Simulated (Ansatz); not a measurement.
# Br2Cl2Ti: the cost of one run

Method: the settings change from run to run; program: Ansatz 0.2.0, Gaussian basis.

### 1 The relaxed structure

The structure was relaxed beforehand with PBE0-D4 in a triple-zeta def2 set.

SMILES `[Cl][Ti]([Cl])([Br])[Br]`, 5 atoms, charge 0, spin multiplicity 1.

Atoms are counted from 1 here; the program's logs count them from 0.

Bond lengths: Cl1–Ti2 2.161 Å, Ti2–Cl3 2.161 Å, Ti2–Br4 2.316 Å, Ti2–Br5 2.316 Å. Angles: Cl1–Ti2–Cl3 109.7°, Cl1–Ti2–Br4 109.5°, Cl1–Ti2–Br5 109.5°, Cl3–Ti2–Br4 109.5°, Cl3–Ti2–Br5 109.5°, Br4–Ti2–Br5 109.3°.

### 2 r2SCAN50/6-31G*

This run has D3(BJ) dispersion.

Input file in.yaml:

```yaml
crystal:
  periodic: [false, false, false]
  atoms:
    - {symbol: Cl, position_ang: [-0.718526, -0.228196, 2.048541]}
    - {symbol: Ti, position_ang: [0.015960, -0.021419, 0.026989]}
    - {symbol: Cl, position_ang: [1.796817, -1.218821, -0.225363]}
    - {symbol: Br, position_ang: [-1.609548, -0.732910, -1.461155]}
    - {symbol: Br, position_ang: [0.515297, 2.201346, -0.389002]}
basis:
  gaussian: {orbitals: "6-31G*"}
hamiltonian: {xc: {name: r2SCAN50}, dispersion: d3bj}
output: {forces: true}
```

Run with:

```bash
$ ansatz run in.yaml --threads 4 --pin off --events-out ev --progress --plain --max-ram 11315MiB
```

Q: Estimate wall time and peak memory on 4 threads of Arm Neoverse V1, shared host.

About 9 s, with a peak of 0.48 GiB.
